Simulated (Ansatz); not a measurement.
# C2HCl2Ga: a ladder of functionals and wavefunction methods

Aim: compute C2HCl2Ga with functionals from several rungs and with coupled cluster. The yardstick is the atomisation energy at the CCSD(T) limit.

Method: functionals in def2-TZVPP, the program's frozen cores in correlated methods; program: Ansatz 0.2.0, Gaussian basis.

The runs, in order: LDA (SPW92), PBE-D4, revPBE-D4, BLYP-D4, r2SCAN-D4, B97M-V, PBE0-D4, B3LYP-D4, r2SCANh-D4, r2SCAN0-D4, HSE06-D4, BHLYP-D4, CAM-B3LYP-D4, LC-ωPBE, ωB97X-V, ωB97M-V, B2PLYP, PBE-QIDH; CCSD(T)/def2-SVP; CCSD(T)/def2-TZVPP; MP2/def2-QZVPP; extrapolation to the limit; RPA on PBE.

## 1. The geometry

The geometry comes from an earlier relaxation with PBE0-D4 in a triple-zeta def2 set; it is a stationary point.

6 atoms, charge 0, spin multiplicity 1.

Atoms are counted from 1 here; the program's logs count them from 0.

Bond lengths: C1–C2 1.206 Å, C1–H6 1.067 Å, C2–Ga3 1.886 Å, Ga3–Cl4 2.119 Å, Ga3–Cl5 2.119 Å. Angles: C2–C1–H6 180.0°, C1–C2–Ga3 179.9°, C2–Ga3–Cl4 121.7°, C2–Ga3–Cl5 121.7°, Cl4–Ga3–Cl5 116.7°.

## 2. LDA

This LDA is Slater exchange with PW92 correlation.

Contents of in.yaml:

```yaml
crystal:
  periodic: [false, false, false]
  atoms:
    - {symbol: C, position_ang: [0.875116, 0.298272, 1.705372]}
    - {symbol: C, position_ang: [0.331481, 0.111424, 0.645053]}
    - {symbol: Ga, position_ang: [-0.519562, -0.177552, -1.012499]}
    - {symbol: Cl, position_ang: [-2.048784, -1.626426, -1.240753]}
    - {symbol: Cl, position_ang: [0.005394, 0.931097, -2.740224]}
    - {symbol: H, position_ang: [1.356335, 0.463185, 2.643061]}
basis:
  gaussian: {orbitals: def2-TZVPP}
hamiltonian: {xc: lda}
output: {orbitals: {seedname: orbitals}}
```

The run is started by

```sh
$ ansatz run in.yaml --threads 4 --pin off --events-out ev --progress --plain --max-ram 10444MiB
```

Further steps of the session: PBE-D4 (GGA); revPBE-D4 (GGA); BLYP-D4 (GGA); r2SCAN-D4 (meta-GGA); B97M-V (meta-GGA); PBE0-D4 (hybrid); B3LYP-D4 (hybrid); r2SCANh-D4 (hybrid); r2SCAN0-D4 (hybrid); HSE06-D4 (hybrid); BHLYP-D4 (hybrid); CAM-B3LYP-D4 (range-separated); LC-ωPBE (range-separated); ωB97X-V (range-separated); ωB97M-V (range-separated); B2PLYP (double hybrid); PBE-QIDH (double hybrid); CCSD(T) in def2-SVP; CCSD(T) in def2-TZVPP; MP2 in def2-QZVPP; RPA on PBE orbitals.

Q: Predict the results of all the runs planned. Wanted: atomisation energy, CCSD(T)/CBS; farthest beyond LDA; mean size of error, GGA; mean size of error, meta-GGA; mean size of error, hybrid; mean size of error, range-separated; mean size of error, double hybrid; gap, smallest and largest; T1 diagnostic.

As calculated:

| quantity | value |
| --- | --- |
| atomisation energy, CCSD(T)/CBS | 543.6 kcal/mol |
| functionals within 5.4 kcal/mol (1.0 %) | revPBE-D4, r2SCAN-D4, B97M-V, PBE0-D4, r2SCANh-D4, HSE06-D4, LC-ωPBE, ωB97X-V, ωB97M-V, PBE-QIDH |
| farthest beyond LDA | BHLYP-D4 (-26.4 kcal/mol) |
| mean size of error, GGA | 9.5 kcal/mol |
| mean size of error, meta-GGA | 3.1 kcal/mol |
| mean size of error, hybrid | 8.7 kcal/mol |
| mean size of error, range-separated | 3.3 kcal/mol |
| mean size of error, double hybrid | 6.1 kcal/mol |
| gap, smallest and largest | 4.73 eV (LDA (SPW92)), 11.83 eV (LC-ωPBE) |
| T1 diagnostic | 0.0122 |
| triples share of the correlation energy | 4.7 % |

**Reading.** The LDA atomisation energy is off by 82.0 kcal/mol (15 %): it overbinds. PBE-D4 misses by +14.1 kcal/mol. Double hybrids carry the basis error of their MP2 part in triple zeta, and no dispersion term here, so their miss is partly the set-up's. The rungs meta-GGA, range-separated miss on average by less than the doubt on the reference (5.4 kcal/mol), so they tie. Misses under about 5.4 kcal/mol are within the doubt on the reference itself, which lacks core-valence correlation, relativity and higher excitations, and its outer-core shells are covered unevenly. Hartree-Fock recovers 73 % of the binding; the rest is correlation. CCSD(T) in def2-SVP is off by -27.9 kcal/mol, worse than the median functional, from the basis alone. Orbital gaps span 4.7 to 11.8 eV; exact exchange widens them. Correlated methods include outer-core shells of Ga, which these sets cover unevenly.
